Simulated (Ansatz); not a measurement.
# Sr2YbSb: the cost of one run

Method: DFT PBE, scalar-relativistic, plane waves, PAW, in Ansatz 0.2.0.

## (1) The starting structure

Symmetry: Fd-3m, No. 227, cubic system. Conventional cell: a = 10.135 Å, b = 10.135 Å, c = 10.135 Å, α = 90.00°, β = 90.00°, γ = 90.00°. Around Sr (site symmetry -3m) lie 2 Sb at 2.19 Å. Yb (site symmetry -43m) is surrounded by 12 Sr at 4.20 Å and 4 Yb at 4.39 Å and 4 Sb at 4.39 Å. Sb (site symmetry -43m) is surrounded by 4 Sr at 2.19 Å.

Coordinates:

```cif
data_structure
_symmetry_space_group_name_H-M 'P 1'
_symmetry_Int_Tables_number 1
_cell_length_a 7.1666
_cell_length_b 7.1666
_cell_length_c 7.1666
_cell_angle_alpha 60.000
_cell_angle_beta 60.000
_cell_angle_gamma 60.000
_cell_volume 260.27
loop_
_atom_site_label
_atom_site_type_symbol
_atom_site_fract_x
_atom_site_fract_y
_atom_site_fract_z
_atom_site_occupancy
Sr1 Sr 0.12500 0.12500 0.12500 1
Sr2 Sr 0.12500 0.12500 0.62500 1
Sr3 Sr 0.12500 0.62500 0.12500 1
Sr4 Sr 0.62500 0.12500 0.12500 1
Yb1 Yb 0.75000 0.75000 0.75000 1
Yb2 Yb 0.50000 0.50000 0.50000 1
Sb1 Sb 0.00000 0.00000 0.00000 1
Sb2 Sb 0.25000 0.25000 0.25000 1
```

The cell is invented: random cell by space group and Wyckoff sites (Fd-3m, No. 227). The dimensions are guesses.

## (2) Probe: one point on a coarse mesh

File input.yaml:

```yaml
crystal:
  lattice:
    - [0.0, 5.06754922, 5.06754922]
    - [5.06754922, 0.0, 5.06754922]
    - [5.06754922, 5.06754922, 0.0]
  atoms:
    - { symbol: Sr, position: [0.125, 0.125, 0.125] }
    - { symbol: Sr, position: [0.125, 0.125, 0.625] }
    - { symbol: Sr, position: [0.125, 0.625, 0.125] }
    - { symbol: Sr, position: [0.625, 0.125, 0.125] }
    - { symbol: Yb, position: [0.75, 0.75, 0.75] }
    - { symbol: Yb, position: [0.5, 0.5, 0.5] }
    - { symbol: Sb, position: [0.0, 0.0, 0.0] }
    - { symbol: Sb, position: [0.25, 0.25, 0.25] }
basis:
  ecutwfc: 420
kpoints:
  mp_grid: { grid: [4, 4, 4] }
hamiltonian:
  xc: pbe
scf:
  occupations: { method: gaussian, width: 0.1 }
  lower_state_search: "off"
output:
  forces: true
  stress: true
  eigenvalues: true
```

Run with:

```sh
$ ansatz run input.yaml --threads 1 --pin off --max-ram 2560MiB --backend cpu --events-out ev --progress --plain --runs-dir out
```

**Question.** How long does this run take on 1 thread of Intel Xeon 6975P-C (Granite Rapids), shared host, and how much memory does it need?

About 8.7 s, with a peak of 0.58 GiB.
